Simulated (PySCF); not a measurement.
# TiCl₄: singlet, from a tetrahedral start

Where does singlet TiCl₄ go from a tetrahedral start, is the end point a minimum, and what are its modes, charges and moments?

The runs use PySCF 2.14.0; PBE0, basis Ti def2-TZVP, Cl def2-TZVP, no relativity, density fitting.

## Step 1: The starting structure

5 atoms, charge 0, spin multiplicity 1.

Bond lengths: Ti1–Cl2 2.350 Å, Ti1–Cl3 2.350 Å, Ti1–Cl4 2.350 Å, Ti1–Cl5 2.350 Å. Angles: Cl2–Ti1–Cl3 109.5°, Cl2–Ti1–Cl4 109.5°, Cl2–Ti1–Cl5 109.5°, Cl3–Ti1–Cl4 109.5°, Cl3–Ti1–Cl5 109.5°, Cl4–Ti1–Cl5 109.5°.

Coordinates in bohr (charge 0 multiplicity 1):
```
Ti    0.0000    0.0000    0.0000
Cl    2.5641    2.5636    2.5641
Cl   -2.5641    2.5636   -2.5641
Cl    2.5641   -2.5636   -2.5641
Cl   -2.5641   -2.5636    2.5641
```

## Step 2: Finding the electronic state

One driver script runs all steps and calls PySCF; scf.py shows how it sets up the SCF of each step. The optimiser is the driver's own. After this first run the driver tries any further starts and a stability analysis.

Contents of scf.py:

```python
from pyscf import gto, scf, dft
mol = gto.M(atom='''
Ti     0.000000     0.000000     0.000000
Cl     1.356870     1.356600     1.356870
Cl    -1.356870     1.356600    -1.356870
Cl     1.356870    -1.356600    -1.356870
Cl    -1.356870    -1.356600     1.356870''',
    basis={'Ti': 'def2-TZVP', 'Cl': 'def2-TZVP'},
    charge=0, spin=0)
mf = dft.RKS(mol, xc='PBE0')
mf.grids.atom_grid = (50, 194)
aux = {'Ti': 'def2-universal-JKFIT', 'Cl': 'def2-universal-JKFIT'}
mf = mf.density_fit(auxbasis=aux)
mf.conv_tol = 1e-08
mf.diis_space = 10
mf.max_cycle = 60
mf.init_guess = 'minao'
mf.verbose = 4
mf.kernel()
```

On the command line:

```
$ OMP_NUM_THREADS=4 python axn.py task.json out
```

After this run come: Relaxing the singlet from the tetrahedral start; Frequencies.

What does the calculation give? Wanted: minimum; geometry; wavenumbers; dipole moment; highest occupied, lowest empty level; polar-tensor charge of Ti1; zero-point energy; atomisation energy.

The runs gave:

```
                                 quantity                                     value
                                  minimum                               singlet, Td
                                 geometry  Ti–Cl 2.163 Å (×4); Cl–Ti–Cl 109.5° (×6)
                       wavenumbers (cm⁻¹)     115 (e), 137 (t2), 396 (a1), 511 (t2)
                            dipole moment                                    0.00 D
     highest occupied, lowest empty level                           -9.64, -3.77 eV
               polar-tensor charge of Ti1                                   +2.06 e
                        zero-point energy                               15.4 kJ/mol
                      entropy at 298.15 K                           352.2 J/(mol K)
atomisation energy (no zero-point energy)                               1727 kJ/mol
```

In words: The molecule stays Td, as typed, and the end point is a minimum. The strongest infrared band lies at 511 cm⁻¹ (t2, mixed). Ti1 has a polar-tensor charge of +2.1 e (a dipole derivative, not a static charge), yet symmetry cancels the bond dipoles. Other starts or spin states, not run here, may lie lower.
